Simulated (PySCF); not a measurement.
# C8H20N2Si: the cost of one run

Programs: PySCF 2.14.0, with routines of our own; each step states its level. All values are computed. Atoms count from 0.

## (1) The system as given

31 atoms, charge 0, multiplicity 1; geometry from: GFN2-xTB.

## (2) Magnetic properties: GIAO CAM-B3LYP/pcSseg-1

The job: settings as JSON, then the geometry in Å.

```
{"job": {"kind": "mag", "xc": "CAM-B3LYP", "basis": "pcSseg-1", "isotopologues": 0}, "charge": 0, "multiplicity": 1}
C     -2.925231     0.604243    -0.172929
C     -1.815127    -0.444811    -0.109660
C     -1.502331    -0.939803    -1.517641
N     -0.627641     0.186822     0.484090
C     -0.667160     0.256371     1.937426
C     -0.029345    -1.056385     2.446688
C      0.678472    -1.595859     1.191051
N      0.568293    -0.523314     0.213747
Si     1.917843     0.425023    -0.308102
C      3.104916    -0.769571    -1.188395
C      1.240573     1.733415    -1.497332
H     -3.195710     0.959876     0.817723
H     -3.812055     0.181954    -0.639288
H     -2.586988     1.453938    -0.759985
H     -2.161631    -1.299041     0.498342
H     -0.738786    -1.711786    -1.499166
H     -2.402433    -1.347267    -1.971788
H     -1.141269    -0.113194    -2.122178
H     -1.681530     0.399782     2.303938
H     -0.058266     1.113174     2.238108
H     -0.786914    -1.752469     2.804889
H      0.672521    -0.864213     3.255452
H      1.723678    -1.840774     1.366087
H      0.171645    -2.492736     0.814422
H      2.667949     1.103995     0.775249
H      2.603639    -1.310213    -1.985505
H      3.521916    -1.503507    -0.506364
H      3.934221    -0.226652    -1.629028
H      0.409129     2.268115    -1.052690
H      2.010310     2.455802    -1.746989
H      0.895287     1.290360    -2.425541
```

Method: GIAO CAM-B3LYP/pcSseg-1 magnetisability, rotational g tensor and spin-rotation constants, non-relativistic, gas phase.

On the command line:

```bash
$ OMP_NUM_THREADS=1 python excited_run.py task.json out
```

The driver reads the jobs from task.json and runs them one after another.

Q: Estimate the wall time and peak memory of this first job on 1 thread of Intel Xeon 6975P-C, shared host.

About 2 min, with a peak of 2.1 GiB.
